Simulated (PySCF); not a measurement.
# Changing the system itself: TlO

Aim: change spin, charge, geometry, field or solvent of TlO, one at a time, and compare with the base run.

Method: each script names its method and basis; program: PySCF 2.14.0.

7 further runs of the same task are left out: 5 for a known fault of the program, 2 that didn't finish.

## (1) The starting structure

TlO: 2 atoms, charge 0, spin multiplicity 2.

Bond lengths: Tl1–O2 1.928 Å.

## (2) The base run

input.py

```python
from pyscf import gto, scf, mp

mol = gto.M(
    atom='Tl 0 0 0; O 0 0 1.928',
    basis='sbkjc',
    ecp={'Tl': 'sbkjc', 'O': 'sbkjc'},
    charge=0,
    spin=1,
    symmetry=True,
    verbose=4,
)
mf = scf.UHF(mol)
mf.kernel()
mp.MP2(mf, frozen=4).kernel()
mf.dip_moment()
print('orbital energies (hartree):', [e[max(0, n-3):n+3].round(4) for e, n in zip(mf.mo_energy, mol.nelec)])
```

Run with:

```console
$ OMP_NUM_THREADS=1 python input.py
```

The log of this run is left out.

Base result: E(SCF) = -187.348322 Eh, 14 cycles, E(MP2) − E(SCF) = -0.18574 Eh, ⟨S²⟩ = 0.784, μ = 3.95 D (of the SCF density).

The bond length is a typed value, not an optimised one.

## (3) Bond 5.784 Å

Variant 1 changes bond length: 1.928 Å → 5.784 Å.

input.py

```python
from pyscf import gto, scf, mp

mol = gto.M(
    atom='Tl 0 0 0; O 0 0 5.784',
    basis='sbkjc',
    ecp={'Tl': 'sbkjc', 'O': 'sbkjc'},
    charge=0,
    spin=1,
    symmetry=True,
    verbose=4,
)
mf = scf.UHF(mol)
mf.kernel()
mp.MP2(mf, frozen=4).kernel()
mf.dip_moment()
print('orbital energies (hartree):', [e[max(0, n-3):n+3].round(4) for e, n in zip(mf.mo_energy, mol.nelec)])
```

Run with:

```console
$ OMP_NUM_THREADS=1 python input.py
```

## (4) Bond 2.063 Å

Variant 2 changes bond length: 1.928 Å → 2.063 Å.

input.py: that of step 2 with these lines changed.

```diff
@@ -3,3 +3,3 @@
 mol = gto.M(
-    atom='Tl 0 0 0; O 0 0 1.928',
+    atom='Tl 0 0 0; O 0 0 2.063',
     basis='sbkjc',
```

## (5) Bond 0.1 Å

Variant 3 changes bond length: 1.928 Å → 0.1 Å.

input.py: that of step 2 with these lines changed.

```diff
@@ -3,3 +3,3 @@
 mol = gto.M(
-    atom='Tl 0 0 0; O 0 0 1.928',
+    atom='Tl 0 0 0; O 0 0 0.1',
     basis='sbkjc',
```

## (6) Charge +2

Variant 4 changes charge: 0 → 2.

input.py: that of step 2 with these lines changed.

```diff
@@ -6,3 +6,3 @@
     ecp={'Tl': 'sbkjc', 'O': 'sbkjc'},
-    charge=0,
+    charge=2,
     spin=1,
```

## (7) Bond 1.542 Å

Variant 5 changes bond length: 1.928 Å → 1.542 Å.

input.py: that of step 2 with these lines changed.

```diff
@@ -3,3 +3,3 @@
 mol = gto.M(
-    atom='Tl 0 0 0; O 0 0 1.928',
+    atom='Tl 0 0 0; O 0 0 1.542',
     basis='sbkjc',
```

Before running it: what results should come out? Wanted: for each run, E(SCF); from base; gap, α spin; SCF dipole; after the SCF.

The runs gave:

```csv
run,E(SCF) (hartree),from base (eV),cycles,"gap, α spin (eV)",SCF dipole (D),after the SCF
base,-187.348322,0,14,11.53,3.95,"MP2 correlation -5.054 eV, core frozen"
bond 5.784 Å,-187.206850,+3.8497,46,2.64,27.10,"MP2 correlation -4.300 eV, core frozen"
bond 2.063 Å,-187.362340,-0.3814,14,11.65,4.75,"MP2 correlation -4.942 eV, core frozen"
bond 0.1 Å (poor choice),367.626837,+15101.6434,13,5.07,0.64,"MP2 correlation -3.696 eV, core frozen"
charge +2,-186.303066,+28.4429,14,12.30,n/a,"MP2 correlation -3.550 eV, core frozen"
bond 1.542 Å,-187.119151,+6.2361,14,11.07,2.72,"MP2 correlation -5.863 eV, core frozen"
```

**Reading.** Of the runs whose energies can be compared, “bond 0.1 Å” moves the SCF energy most (+15101.643 eV). With bond 5.784 Å the frontier gap moves by over 1.5 eV, which can mean another electronic state rather than the bond length alone. With bond 0.1 Å the frontier gap moves by over 1.5 eV, which can mean another electronic state rather than the bond length alone. Rows marked «poor choice» come from settings spoiled on purpose.
